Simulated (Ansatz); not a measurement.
**AlBrClHO: up Jacob's ladder to CCSD(T)**

The task here is to estimate one member of a computed series from the others.

Method: functionals in def2-TZVPP, the program's frozen cores in correlated methods; program: Ansatz 0.2.0, Gaussian basis.

The runs, in order: LDA (SPW92), PBE-D4, revPBE-D4, BLYP-D4, r2SCAN-D4, B97M-V, PBE0-D4, B3LYP-D4, r2SCANh-D4, r2SCAN0-D4, HSE06-D4, BHLYP-D4, CAM-B3LYP-D4, LC-ωPBE, ωB97X-V, ωB97M-V, B2PLYP, PBE-QIDH; CCSD(T)/def2-SVP; CCSD(T)/def2-TZVPP; CCSD(T)/def2-QZVPP; extrapolation to the limit; RPA on PBE.

## Structure used throughout

All runs share one geometry, relaxed beforehand with PBE0-D4 in a triple-zeta def2 set.

SMILES `[OH][Al]([Cl])[Br]`, 5 atoms, charge 0, spin multiplicity 1.

Atoms are counted from 1 here; the program's logs count them from 0.

Bond lengths: O1–Al2 1.678 Å, O1–H5 0.956 Å, Al2–Cl3 2.071 Å, Al2–Br4 2.238 Å. Angles: Al2–O1–H5 122.9°, O1–Al2–Cl3 118.4°, O1–Al2–Br4 121.5°, Cl3–Al2–Br4 120.1°.

Coordinates:

```xyz
5

O     0.3940    1.2329    0.3162
Al    0.0410   -0.3904    0.0816
Cl    0.8951   -1.7784    1.3598
Br   -1.3161   -1.0656   -1.5644
H     0.0360    1.9278   -0.2347
```

Set-up of the first run:

in.yaml

```yaml
crystal:
  periodic: [false, false, false]
  atoms:
    - {symbol: O, position_ang: [0.394020, 1.232904, 0.316205]}
    - {symbol: Al, position_ang: [0.041007, -0.390380, 0.081562]}
    - {symbol: Cl, position_ang: [0.895085, -1.778373, 1.359801]}
    - {symbol: Br, position_ang: [-1.316076, -1.065575, -1.564366]}
    - {symbol: H, position_ang: [0.035963, 1.927824, -0.234702]}
basis:
  gaussian: {orbitals: def2-TZVPP}
hamiltonian: {xc: lda}
output: {orbitals: {seedname: orbitals}}
```

Command:

```
$ ansatz run in.yaml --threads 2 --pin off --events-out ev --progress --plain --max-ram 32768MiB --backend cpu
```

Steps of the session up to this table: LDA; PBE-D4 (GGA); revPBE-D4 (GGA); BLYP-D4 (GGA); r2SCAN-D4 (meta-GGA); B97M-V (meta-GGA); B3LYP-D4 (hybrid); r2SCANh-D4 (hybrid); r2SCAN0-D4 (hybrid); HSE06-D4 (hybrid); BHLYP-D4 (hybrid); CAM-B3LYP-D4 (range-separated); LC-ωPBE (range-separated); ωB97X-V (range-separated); ωB97M-V (range-separated); B2PLYP (double hybrid); PBE-QIDH (double hybrid).

One table of the session follows, with a row left open; its other results are not shown here.

It belongs to the step «Orbital energies across the functionals». 

```
  functional  HOMO (eV)  gap (eV)
 LDA (SPW92)      -7.66      5.46
      PBE-D4      -7.49      5.58
   revPBE-D4      -7.43      5.66
     BLYP-D4      -7.30      5.45
   r2SCAN-D4      -7.85      6.39
      B97M-V      -7.89      6.27
     PBE0-D4      -8.83      7.77
    B3LYP-D4      -8.54      7.19
  r2SCANh-D4          ?         ?
  r2SCAN0-D4      -9.07      8.26
    HSE06-D4      -8.43      6.99
    BHLYP-D4      -9.98      9.70
CAM-B3LYP-D4     -10.16     10.00
     LC-ωPBE     -11.59     12.71
     ωB97X-V     -11.20     12.13
     ωB97M-V     -11.05     11.67
```

Estimate the missing values for r2SCANh-D4.

Worked estimate for «HOMO (eV)». Against the share of exact exchange, r2SCAN-D4 (0, -7.85), r2SCAN0-D4 (0.25, -9.07) give a slope of -4.88 per unit share; at 0.1 the line stands at -8.34.

**Answer.** HOMO (eV): -8.33; gap (eV): 7.14. In «HOMO (eV)» the line misses by -0.01.
